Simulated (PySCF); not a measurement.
# H9N3Yb (Yb(NH3)33+): the cost of one run

The runs use PySCF 2.14.0; several levels, as the steps say, no spin–orbit coupling.

2 further runs of the same task are left out: 2 for a known fault of the program.

## Step 1: Starting geometry

13 atoms, charge 3, spin multiplicity 1.

Bond lengths: Yb1–N2 2.351 Å, Yb1–N6 2.351 Å, Yb1–N10 2.351 Å, N2–H3 1.050 Å, N2–H4 1.048 Å, N2–H5 1.048 Å, N6–H7 1.050 Å, N6–H8 1.048 Å, N6–H9 1.048 Å, N10–H11 1.050 Å, N10–H12 1.048 Å, N10–H13 1.048 Å. Angles: N2–Yb1–N6 110.8°, N2–Yb1–N10 110.8°, N6–Yb1–N10 110.8°, Yb1–N2–H3 115.0°, Yb1–N2–H4 116.5°, Yb1–N2–H5 115.6°, H3–N2–H4 102.5°, H3–N2–H5 102.5°, H4–N2–H5 102.7°, Yb1–N6–H7 115.0°, Yb1–N6–H8 116.5°, Yb1–N6–H9 115.6°, H7–N6–H8 102.5°, H7–N6–H9 102.5°, H8–N6–H9 102.7°, Yb1–N10–H11 115.0°, Yb1–N10–H12 116.5°, Yb1–N10–H13 115.6° and more.

Coordinates:

| atom | x (Å) | y (Å) | z (Å) |
| --- | --- | --- | --- |
| Yb1 | 0.0000 | 0.0000 | 0.7415 |
| N2 | 2.2348 | 0.0001 | 0.0106 |
| H3 | 2.9371 | -0.3003 | 0.7305 |
| H4 | 2.4613 | -0.6229 | -0.8015 |
| H5 | 2.6103 | 0.9281 | -0.2996 |
| N6 | -1.1175 | 1.9353 | 0.0106 |
| H7 | -1.2085 | 2.6938 | 0.7305 |
| H8 | -0.6912 | 2.4430 | -0.8015 |
| H9 | -2.1089 | 1.7966 | -0.2996 |
| N10 | -1.1173 | -1.9354 | 0.0106 |
| H11 | -1.7286 | -2.3935 | 0.7305 |
| H12 | -1.7701 | -1.8201 | -0.8015 |
| H13 | -0.5014 | -2.7247 | -0.2996 |

Formal oxidation states: Yb +3. Each metal's 13 4f electrons lie in its core potential, so multiplicities, spins and levels count the valence alone. An earlier session relaxed this geometry at BP86, Yb lcecp-1-SVP with ECP59, N def2-SVP, H def2-SVP (singlet, point group C3).

At BP86 on the finer grid: E = -207.976287 Eh, HOMO -23.43 eV, LUMO -17.39 eV, Mulliken charge on Yb1 +1.65 e, largest force component 0.013 eV/Å. 

Levels to run: B3LYP; wB97X; BLYP; r2SCAN; BP86, TZVP. Hardware: 2 threads of Intel Xeon at 2.70GHz, shared host.

## Step 2: B3LYP

File run.py (the lines that set the calculation):

```python
mol = gto.M(atom='''
Yb     0.00000     0.00000     0.74154
N      2.23478     0.00007     0.01059
H      2.93714    -0.30026     0.73054
H      2.46127    -0.62290    -0.80151
H      2.61034     0.92806    -0.29957
N     -1.11745     1.93534     0.01059
H     -1.20854     2.69376     0.73054
H     -0.69119     2.44297    -0.80151
H     -2.10890     1.79659    -0.29957
N     -1.11733    -1.93541     0.01059
H     -1.72860    -2.39351     0.73054
H     -1.77008    -1.82007    -0.80151
H     -0.50144    -2.72465    -0.29957''',
    basis={'Yb': 'lcecp-1-SVP', 'N': 'def2-SVP', 'H': 'def2-SVP'},
    ecp={'Yb': 'lcecp-1-SVP'},
    charge=3, spin=0)
mf = dft.RKS(mol, xc='B3LYP')
mf.grids.atom_grid = (75, 302)  # f atoms: unpruned, at least (60, 302)
mf = mf.density_fit()  # fitting sets: Yb AutoAux, N def2-universal-JKFIT, H def2-universal-JKFIT
mf.conv_tol = 1e-08; mf.max_cycle = 55
mf.kernel(dm0)  # dm0: the density of the relaxed state
```

Started as:

```sh
> OMP_NUM_THREADS=2 python run.py
```

**Question.** How long does this run take on 2 threads of Intel Xeon at 2.70GHz, shared host?

About 14 s.
